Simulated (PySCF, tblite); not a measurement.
# C₆H₁₆BN: geometry, infrared bands and NMR shifts

What infrared bands and NMR shifts should C₆H₁₆BN (`CC[BH2-][NH2+]C1CCC1`) show?

The runs use tblite 0.8.0 and PySCF 2.14.0, with density-fitted response routines of our own; the level of theory stands in each step. All values are computed, except where a source is named. Atoms count from 0, in the outputs and in this text.

## Step 1: The molecule as given

24 atoms, charge 0, multiplicity 1; geometry from: force field or distance geometry start.

Bonds of the start (Å): C0–C1 1.51, C1–B2 1.59, B2–N3 1.53, N3–C4 1.45, C4–C5 1.51, C5–C6 1.52, C6–C7 1.51, C7–C4 1.51, C0–H8 1.10, C0–H9 1.11, C0–H10 1.09, C1–H11 1.09, C1–H12 1.13, B2–H13 1.20, B2–H14 1.19, N3–H15 1.07, N3–H16 1.03, C4–H17 1.11, C5–H18 1.11, C5–H19 1.11, C6–H20 1.13, C6–H21 1.10, C7–H22 1.12, C7–H23 1.12.

## Step 2: Optimising the geometry with GFN2-xTB

Job settings and geometry (Å):

```
{"job": {"kind": "relax", "xc": "GFN2-xTB", "basis": "xTB"}, "charge": 0, "multiplicity": 1}
C      2.799900     0.770300    -0.493400
C      2.583500    -0.696300    -0.188400
B      1.222800    -0.905100     0.605200
N      0.175900     0.162000     0.282300
C     -1.063200    -0.395500    -0.209600
C     -1.854900     0.572500    -1.061200
C     -2.976300     0.595900    -0.039200
C     -2.185500    -0.385600     0.798400
H      2.388900     1.324900     0.366600
H      2.250500     0.950600    -1.437300
H      3.866400     0.990200    -0.592000
H      2.531300    -1.320300    -1.086400
H      3.437800    -1.018100     0.481000
H      0.817600    -2.010900     0.388900
H      1.470800    -0.830100     1.770700
H     -0.079800     0.614600     1.218000
H      0.497300     0.897600    -0.359500
H     -0.951200    -1.419900    -0.616900
H     -2.113300     0.083200    -2.019100
H     -1.379100     1.556200    -1.242000
H     -3.043700     1.565900     0.527000
H     -3.919000     0.229200    -0.465300
H     -1.815700     0.069100     1.758600
H     -2.673000    -1.380700     0.955100
```

Command:

```console
$ OMP_NUM_THREADS=1 python probes_run.py task.json out
```

The driver reads the jobs from task.json and runs them one after another.

**Question.** This job is followed by: GFN2-xTB harmonic vibrations, gas phase; GIAO PBE0/pcSseg-1 NMR shielding, non-relativistic, gas phase. Predict these results of the whole session: strongest single infrared mode (GFN2-xTB); zero-point energy (GFN2-xTB); 13C shifts against TMS (PBE0/pcSseg-1, means over atoms taken as alike); 1H shifts against TMS (PBE0/pcSseg-1, means over atoms taken as alike); 11B shifts against BF3·OEt2 (PBE0/pcSseg-1); 15N shifts against NH3 (PBE0/pcSseg-1).

The runs gave:

```
                                                               quantity                                                     value
                              strongest single infrared mode (GFN2-xTB)                                     2429 cm⁻¹, 280 km/mol
                                           zero-point energy (GFN2-xTB)                                            135.8 kcal/mol
13C shifts against TMS (PBE0/pcSseg-1, means over atoms taken as alike)                          50.1, 30.3, 15.9, 14.8, 14.2 ppm
 1H shifts against TMS (PBE0/pcSseg-1, means over atoms taken as alike)  3.56, 2.72, 2.54, 1.89, 1.87, 1.86, 1.81, 0.91, 0.42 ppm
                            11B shifts against BF3·OEt2 (PBE0/pcSseg-1)                                                 -17.3 ppm
                                 15N shifts against NH3 (PBE0/pcSseg-1)                                                  85.6 ppm
```

**Reading.** Over 225 steps the energy fell by 1.131 eV; of the close pairs, B2–N3 changed most, 1.529 to 1.648 Å. No mode is imaginary among the 66: a minimum at this level. The strongest single mode, at 2429 cm⁻¹, moves mainly H13. GFN2-xTB is a fitted tight-binding method: band positions and strengths are rough. Its intensities can rank the bands wrongly. C4 (sp3 CH bonded to N) lies farthest downfield among carbon, at 50.1 ppm; pulled downfield by the heteroatom. The most deshielded hydrogen is H17 (hydrogen on an sp3 CH bonded to N), at 3.56 ppm: its carbon carries N, hence the downfield position. At PBE0/pcSseg-1: The widest tensor belongs to N3: span 54 ppm, with a paramagnetic part of -140 ppm.
